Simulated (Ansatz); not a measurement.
# CH7NSn (SMILES C[NH][SnH3]) at HF/def2-SVP (core potential)

Aim: the electronic atomisation energy of CH7NSn at HF/def2-SVP (core potential), from 5 runs. 

The calculation is run with Ansatz 0.2.0.

74 further runs of the same task are left out: 74 set aside as unsound or not needed.

## Step 1: Starting point

CH7NSn: 10 atoms, total charge 0, spin state singlet. As SMILES, `C[NH][SnH3]`. The coordinates come from a PBE0-D4/def2-TZVP relaxation.

Bond lengths: C1–N2 1.451 Å, N2–Sn3 2.028 Å, C1–H4 1.095 Å, C1–H5 1.094 Å, C1–H6 1.101 Å, N2–H7 1.011 Å, Sn3–H8 1.705 Å, Sn3–H9 1.706 Å, Sn3–H10 1.718 Å. Some angles: C1–N2–Sn3 118.3°, C1–N2–H7 111.0°, Sn3–N2–H7 112.3°, N2–C1–H4 110.3°, N2–C1–H5 109.7°, N2–C1–H6 115.2°, N2–Sn3–H8 106.4°, N2–Sn3–H9 105.8°, N2–Sn3–H10 112.2°, H4–C1–H5 106.6°.

## Step 2: The energy at HF/def2-SVP (core potential)

File job.yaml:

```yaml
crystal:
  periodic: [false, false, false]
  atoms:
    - {symbol: C, position_ang: [-0.898400, 0.758000, -0.879200]}
    - {symbol: N, position_ang: [-0.343000, -0.532900, -0.516500]}
    - {symbol: Sn, position_ang: [0.897300, -0.629400, 1.085100]}
    - {symbol: H, position_ang: [-1.664200, 0.637600, -1.652700]}
    - {symbol: H, position_ang: [-1.396800, 1.201100, -0.011700]}
    - {symbol: H, position_ang: [-0.168200, 1.494600, -1.247500]}
    - {symbol: H, position_ang: [0.037300, -1.004000, -1.326200]}
    - {symbol: H, position_ang: [1.451700, -2.239000, 1.169900]}
    - {symbol: H, position_ang: [-0.052600, -0.195500, 2.433700]}
    - {symbol: H, position_ang: [2.220200, 0.458400, 0.948000]}
basis:
  gaussian: {orbitals: def2-SVP}
hamiltonian: {xc: hf}
accuracy: high
output: {orbitals: {seedname: orbitals}}
```

Started as:

```
$ ansatz run job.yaml --threads 1 --pin off --max-ram 3480MiB --events-out events.jsonl --progress --plain --runs-dir runs
```

What it wrote:

```text
Warning: RAYON_NUM_THREADS=1 ignored (pool sized by the plan → 1); use --threads N
Functional definition: HF
  name "HF"
  exchange = exact_x
  correlation = 0
2266 factors; integrals over basis functions are off by at most 3.0e-9 eV
mean field evaluation 1: about -8422.8146 eV, gradient 3.0e1 eV
mean field evaluation 2: about -8422.9348 eV, gradient 3.0e1 eV
mean field evaluation 4: about -8425.2536 eV, gradient 3.1e0 eV
mean field evaluation 8: about -8425.2877 eV, gradient 1.4e-1 eV
mean field -8425.28777091 eV, -309.6236147156 hartree, gradient 5.3e-8 eV, S^2 0.000000; 0 other end points of the search recorded, 0 dependent functions left out
reference -8425.28777091 eV, -309.6236147156 hartree; 21, 21 occupied and 68, 68 virtual orbitals, 2266 factors
Total energy: -8425.28777091 eV, -309.6236147156 hartree
```

It took 2.7 s on 1 thread of Arm Neoverse V2, shared host; peak memory 0.27 GiB.

## Step 3: The C atom at the same level

File molecule.yaml:

```yaml
crystal:
  periodic: [false, false, false]
  atoms:
    - {symbol: C, position_ang: [0.000000, 0.000000, 0.000000]}
basis:
  gaussian:
    orbitals: def2-SVP
accuracy: high
total_charge: 0
magnetization:
  spin_polarized: true
  initial_magnetization: 2
hamiltonian:
  xc: hf
```

Run the same way, it converges to -37.64523 Eh (log not shown).

## Step 4: The H atom, same level

File input.yaml:

```yaml
crystal:
  periodic: [false, false, false]
  atoms:
    - {symbol: H, position_ang: [0.000000, 0.000000, 0.000000]}
basis:
  gaussian:
    orbitals: def2-SVP
magnetization:
  spin_polarized: true
  initial_magnetization: 1
hamiltonian:
  xc: hf
accuracy: high
```

Run the same way, it converges to -0.49928 Eh (log not shown).

## Step 5: The N atom, same level

File molecule.yaml:

```yaml
crystal:
  periodic: [false, false, false]
  atoms:
    - {symbol: N, position_ang: [0.000000, 0.000000, 0.000000]}
basis:
  gaussian:
    orbitals: def2-SVP
hamiltonian:
  xc: hf
magnetization:
  spin_polarized: true
  initial_magnetization: 3
accuracy: high
```

Started as:

```
$ ansatz run molecule.yaml --threads 1 --pin off --max-ram 3480MiB --events-out events.jsonl --progress --plain --runs-dir runs
```

What it wrote:

```text
Warning: RAYON_NUM_THREADS=1 ignored (pool sized by the plan → 1); use --threads N
[... 4 set-up lines as earlier in the session ...]
95 factors; integrals over basis functions are off by at most 1.5e-9 eV
mean field evaluation 1: about -1478.4820 eV, gradient 3.9e0 eV
mean field evaluation 2: about -1478.4830 eV, gradient 3.9e0 eV
mean field evaluation 4: about -1478.5723 eV, gradient 1.4e-1 eV
mean field evaluation 8: about -1478.5724 eV, gradient 2.2e-5 eV
mean field -1478.57238683 eV, -54.3365330037 hartree, gradient 2.6e-8 eV, S^2 3.756787; 0 other end points of the search recorded, 0 dependent functions left out
reference -1478.57238683 eV, -54.3365330037 hartree; 5, 2 occupied and 9, 12 virtual orbitals, 95 factors
Total energy: -1478.57238683 eV, -54.3365330037 hartree
```

It took 0.04 s on 1 thread of Arm Neoverse V2, shared host.

## Step 6: The Sn atom at the same level

File input.yaml:

```yaml
crystal:
  periodic: [false, false, false]
  atoms:
    - {symbol: Sn, position_ang: [0.000000, 0.000000, 0.000000]}
basis:
  gaussian: {orbitals: def2-SVP}
magnetization: {spin_polarized: true, initial_magnetization: 2}
hamiltonian: {xc: hf}
accuracy: high
```

Started as:

```
$ ansatz run input.yaml --threads 1 --pin off --max-ram 3480MiB --events-out events.jsonl --progress --plain --runs-dir runs
```

What it wrote:

```text
Warning: RAYON_NUM_THREADS=1 ignored (pool sized by the plan → 1); use --threads N
[... 4 set-up lines as earlier in the session ...]
223 factors; integrals over basis functions are off by at most 2.0e-9 eV
mean field evaluation 1: about -5805.0017 eV, gradient 3.3e0 eV
mean field evaluation 2: about -5805.0086 eV, gradient 3.3e0 eV
mean field evaluation 4: about -5805.1720 eV, gradient 9.6e-2 eV
mean field evaluation 8: about -5805.1719 eV, gradient 7.8e-9 eV
mean field evaluation 16: about -5805.1717 eV, gradient 1.1e-1 eV
mean field evaluation 32: about -5805.1718 eV, gradient 1.0e-1 eV
mean field -5805.17192633 eV, -213.3361334058 hartree, gradient 2.6e-8 eV, S^2 2.009582; 0 other end points of the search recorded, 0 dependent functions left out
reference -5805.17192633 eV, -213.3361334058 hartree; 12, 10 occupied and 14, 16 virtual orbitals, 223 factors
Total energy: -5805.17192633 eV, -213.3361334058 hartree
```

It took 0.12 s on 1 thread of Arm Neoverse V2, shared host.

## Step 7: What came out

At HF/def2-SVP (core potential):

| quantity | value |
| --- | --- |
| molecule: total energy | -309.62361 Eh |
| molecule: HOMO energy | -9.80 eV |
| molecule: LUMO energy | 3.22 eV |
| molecule: HOMO–LUMO gap | 13.02 eV |
| C atom: total energy | -37.64523 Eh |
| C atom: ⟨S²⟩ | 2.007 |
| H atom: total energy | -0.49928 Eh |
| H atom: ⟨S²⟩ | 0.750 |
| N atom: total energy | -54.33653 Eh |
| N atom: ⟨S²⟩ | 3.757 |
| Sn atom: total energy | -213.33613 Eh |
| Sn atom: ⟨S²⟩ | 2.010 |
| electronic atomisation energy | 22.062 eV |

In words: Taking the molecule apart into free atoms costs 22.06 eV (509 kcal/mol), before zero-point energy and without spin-orbit coupling. Hartree–Fock lacks the correlation of the bonding pairs, which as a rule makes this value much too low; in minimal bases other errors can mask that.
